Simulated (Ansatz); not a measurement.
# Ta: the cost of one run

Computed with Ansatz 0.2.0 (DFT PBEsol, scalar-relativistic, plane waves, PAW, unless a step's input says otherwise).

### Step 1. Starting point

Symmetry: Fm-3m, No. 225, cubic system. Conventional cell: a = 4.220 Å, b = 4.220 Å, c = 4.220 Å, α = 90.00°, β = 90.00°, γ = 90.00°. Ta (site symmetry m-3m) is surrounded by 12 Ta at 2.98 Å.

Coordinates:

```
CELL_PARAMETERS angstrom
0.00000 2.11000 2.11000
2.11000 0.00000 2.11000
2.11000 2.11000 0.00000
ATOMIC_POSITIONS crystal
Ta 0.00000 0.00000 0.00000
```

The cell is taken as given, not relaxed at this level.

### Step 2. The reference cell

Reference values: F = -9806.2295 eV; pressure -5.92 GPa; largest force 0.000 eV/Å; gap on the mesh none (metal). It was computed beforehand with the settings of the runs below.

### Step 3. The scan: biaxial against axial strain

The cell is strained by p along both x and y and by q along z, with fractional coordinates fixed.

### Step 4. p = -0.050, q = -0.050

The input, input.yaml:

```yaml
crystal:
  lattice:
    - [0.0, 2.0045, 2.0045]
    - [2.0045, 0.0, 2.0045]
    - [2.0045, 2.0045, 0.0]
  atoms:
    - { symbol: Ta, position: [0.0, 0.0, 0.0] }
basis:
  ecutwfc: 420
kpoints:
  mp_grid: { grid: [20, 20, 20] }
hamiltonian:
  xc: pbesol
scf:
  occupations: { method: gaussian, width: 0.15 }
output:
  forces: true
  stress: true
  eigenvalues: true
```

The run is started by

```console
$ ansatz run input.yaml --threads 1 --pin off --max-ram 2560MiB --backend cpu --events-out ev --progress --plain --runs-dir out
```

**Question.** How long does this run take on 1 thread of Intel Xeon Platinum 8488C (Sapphire Rapids), shared host, and how much memory does it need?

About 1.6 s, with a peak of 0.37 GiB.
